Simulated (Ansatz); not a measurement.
# NH2 (SMILES [NH2]) at U-revPBE/def2-TZVPPD

What is the electronic atomisation energy of NH2 at U-revPBE/def2-TZVPPD? 

The results are computed with Ansatz 0.2.0.

34 further runs of the same task are left out: 34 set aside as unsound or not needed.

### Step 1. The molecule

NH2: 3 atoms, total charge 0, spin state doublet. As SMILES, `[NH2]`. Geometry: relaxed at PBE0-D4/def2-TZVP.

Bond lengths: N1–H2 1.027 Å, N1–H3 1.027 Å. Angles: H2–N1–H3 103.1°.

### Step 2. The energy at U-revPBE/def2-TZVPPD

input.yaml

```yaml
crystal:
  periodic: [false, false, false]
  atoms:
    - {symbol: N, position_ang: [0.337090, -0.200010, 0.166180]}
    - {symbol: H, position_ang: [0.130750, 0.805920, 0.159430]}
    - {symbol: H, position_ang: [-0.467840, -0.605900, -0.325600]}
basis:
  gaussian: {orbitals: def2-TZVPPD.json}
magnetization: {spin_polarized: true, initial_magnetization: 1}
hamiltonian: {xc: {name: revPBE}}
accuracy: high
output: {orbitals: {seedname: orbitals}}
```

The basis set def2-TZVPPD is read from a file made from the Basis Set Exchange's data (not shown).

Command:

```console
$ ansatz run input.yaml --threads 1 --pin off --max-ram 3480MiB --events-out events.jsonl --progress --plain --runs-dir runs
```

The log of the run:

```text
Warning: RAYON_NUM_THREADS=1 ignored (pool sized by the plan → 1); use --threads N
Functional definition: revPBE
  name "revPBE"
  parameter kappa = 1.245
  parameter beta = 0.06672455060314922
  exchange = pbe_x(kappa = kappa, mu = beta*pi^2/3)
  correlation = pbe_c(beta = beta)
1087 factors; integrals over basis functions are off by at most 3.7e-9 eV
mean field evaluation 1: about -1517.3188 eV, gradient 2.9e1 eV
mean field evaluation 2: about -1509.6736 eV, gradient 4.8e1 eV
mean field evaluation 4: about -1520.8330 eV, gradient 5.5e-1 eV
mean field evaluation 8: about -1520.8350 eV, gradient 1.9e-3 eV
mean field evaluation 16: about -1520.8350 eV, gradient 3.8e-8 eV
mean field -1520.83502372 eV, -55.8896562625 hartree, gradient 2.2e-8 eV, S^2 0.753227; 0 other end points of the search recorded, 0 dependent functions left out
reference -1520.83502718 eV, -55.8896563899 hartree; 5, 4 occupied and 66, 67 virtual orbitals, 1087 factors
Total energy: -1520.83502718 eV, -55.8896563899 hartree
```

Wall time 1.4 s (1 thread of Intel Xeon Platinum 8375C at 2.90GHz (Ice Lake), shared host); peak memory 0.15 GiB.

### Step 3. The H atom

run.yaml

```yaml
crystal:
  periodic: [false, false, false]
  atoms:
    - {symbol: H, position_ang: [0.000000, 0.000000, 0.000000]}
basis:
  gaussian: {orbitals: def2-TZVPPD.json}
hamiltonian: {xc: {name: revPBE}}
accuracy: high
magnetization: {spin_polarized: true, initial_magnetization: 1}
```

The basis set def2-TZVPPD is read from a file made from the Basis Set Exchange's data (not shown).

Run the same way, it converges to -0.50412 Eh (log not shown).

### Step 4. The N atom

in.yaml

```yaml
crystal:
  periodic: [false, false, false]
  atoms:
    - symbol: N
      position_ang: [0.000000, 0.000000, 0.000000]
basis:
  gaussian: {orbitals: def2-TZVPPD.json}
magnetization: {spin_polarized: true, initial_magnetization: 3}
hamiltonian: {xc: {name: revPBE}}
accuracy: high
```

The basis set def2-TZVPPD is read from a file made from the Basis Set Exchange's data (not shown).

Run the same way, it converges to -54.58783 Eh (log not shown).

### Step 5. Outcome

Level: U-revPBE/def2-TZVPPD.

```
                                    quantity         value
                      molecule: total energy  -55.88966 Eh
molecule: HOMO energy (highest over α and β)      -7.17 eV
 molecule: LUMO energy (lowest over α and β)      -4.34 eV
                              molecule: ⟨S²⟩         0.753
                        H atom: total energy   -0.50412 Eh
                                H atom: ⟨S²⟩         0.750
                        N atom: total energy  -54.58783 Eh
                                N atom: ⟨S²⟩         3.753
               electronic atomisation energy      7.989 eV
```

What this shows: Taking the molecule apart into free atoms costs 7.99 eV (184 kcal/mol), before zero-point energy and without spin-orbit coupling.
